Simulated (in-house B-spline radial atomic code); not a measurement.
# Sn¹⁰⁺: excited configurations

Aim: the energies of several excited configurations of Sn¹⁰⁺ above a reference configuration, each from its own self-consistent run.

Program: in-house B-spline radial atomic code version 1. Level of theory: Dirac-Hartree-Fock, average of configuration, Fermi nucleus, basis-set limit. These are calculated values, not measurements, unless marked.

### 1 Starting point

* element: tin (Z = 50)
* charge: +10
* electrons: 40
* configuration: [Kr] 4d4
* Hamiltonian: Dirac-Coulomb
* nucleus: Fermi, rms radius 4.652 fm

The outer shells:

[Kr] 4d4
```
[Kr] core
4d [↑ ][↑ ][↑ ][↑ ][  ]
```

The boxes draw the filling by Hund's rule, which heavy ions in jj coupling don't follow; these runs average over all states of the configuration.

The run's settings:

```ini
Z = 50
electrons = 40.0
configuration = [Kr] 4d4
hamiltonian = dirac
method = hf
spin_polarised = False
nucleus = fermi
rms_radius = 4.6519
mass_number = 120
atomic_mass = 119.902202557
speed_of_light = 137.035999084
```

From the earlier run of the reference: total energy -6144.834651 hartree. Levels, eight at most:

| orbital | occupation | energy (eV) | <r> (bohr) |
| --- | --- | --- | --- |
| 3p3/2 | 4 | -935.21 | 0.3384 |
| 3d3/2 | 4 | -712.47 | 0.3106 |
| 3d5/2 | 6 | -703.56 | 0.3140 |
| 4s1/2 | 2 | -336.21 | 0.7863 |
| 4p1/2 | 2 | -288.18 | 0.8168 |
| 4p3/2 | 4 | -279.18 | 0.8379 |
| 4d3/2 | 1.6 | -207.58 | 0.9130 |
| 4d5/2 | 2.4 | -206.10 | 0.9202 |

### 2 [Ar] 3d9 4s2 4p6 4d5

The run's settings:

```ini
Z = 50
electrons = 40.0
configuration = [Ar] 3d9 4s2 4p6 4d5
hamiltonian = dirac
method = hf
spin_polarised = False
nucleus = fermi
rms_radius = 4.6519
mass_number = 120
atomic_mass = 119.902202557
speed_of_light = 137.035999084
```

### 3 Run with [Ar] 3d10 4s2 4p5 4d4 7g1

The settings differ from step 2 so:

```diff
@@ -2,3 +2,3 @@
 electrons = 40.0
-configuration = [Ar] 3d9 4s2 4p6 4d5
+configuration = [Ar] 3d10 4s2 4p5 4d4 7g1
 hamiltonian = dirac
```

### 4 Run with [Kr] 4d3 8d1

The settings differ from step 3 so:

```diff
@@ -2,3 +2,3 @@
 electrons = 40.0
-configuration = [Ar] 3d10 4s2 4p5 4d4 7g1
+configuration = [Kr] 4d3 8d1
 hamiltonian = dirac
```

### 5 [Kr] 4d3 8f1

The settings differ from step 4 so:

```diff
@@ -2,3 +2,3 @@
 electrons = 40.0
-configuration = [Kr] 4d3 8d1
+configuration = [Kr] 4d3 8f1
 hamiltonian = dirac
```

### 6 Run with [Ar] 3d10 4s2 4p5 4d4 6p1

The settings differ from step 5 so:

```diff
@@ -2,3 +2,3 @@
 electrons = 40.0
-configuration = [Kr] 4d3 8f1
+configuration = [Ar] 3d10 4s2 4p5 4d4 6p1
 hamiltonian = dirac
```

### 7 [Kr] 4d3 5p1

The settings differ from step 6 so:

```diff
@@ -2,3 +2,3 @@
 electrons = 40.0
-configuration = [Ar] 3d10 4s2 4p5 4d4 6p1
+configuration = [Kr] 4d3 5p1
 hamiltonian = dirac
```

Q: How far above the reference does each configuration lie (order and size, in eV)?

**Answer**, as computed:

| net move | configuration | energy above the reference (eV) | with Breit, QED, recoil (eV) | largest <r> (bohr) |
| --- | --- | --- | --- | --- |
| 4d → 5p | [Kr] 4d3 5p1 | 76.856 | 76.906 | 1.72 |
| 4d → 8d | [Kr] 4d3 8d1 | 172.46 | 172.45 | 6.51 |
| 4d → 8f | [Kr] 4d3 8f1 | 177.20 | 177.19 | 7.31 |
| 4p → 6p | [Ar] 3d10 4s2 4p5 4d4 6p1 | 203.37 | 203.20 | 2.86 |
| 4p → 7g | [Ar] 3d10 4s2 4p5 4d4 7g1 | 246.80 | 246.60 | 5.63 |
| 3d → 4d | [Ar] 3d9 4s2 4p6 4d5 | 486.49 | 486.25 | 0.900 |

Quantum defects of the promoted electron, δ = n − ζ/√(−2ε) with ζ = 11 and ε its orbital energy in hartree:

| promotion | δ |
| --- | --- |
| 4d → 5p | 1.427 |
| 4d → 8d | 0.967 |
| 4d → 8f | 0.406 |
| 4p → 6p | 1.394 |
| 4p → 7g | 0.058 |

**Reading.** At the bottom stands 4d → 5p (76.856 eV), at the top 3d → 4d (486.49 eV). 2 of them lie more than 2 % above the ionisation threshold that Koopmans' theorem gives (206.10 eV), where such states can decay by emitting an electron. Of those tabulated, the defect is largest for 5p (1.43) and least for 7g (0.06): low angular momentum penetrates the core, high angular momentum stays outside it. Two partly filled shells share a symmetry and can mix in the average, which may lower the energy, for: 4d → 8d; 4p → 6p; 3d → 4d. These are averages over configurations, without correlation, not spectroscopic levels.
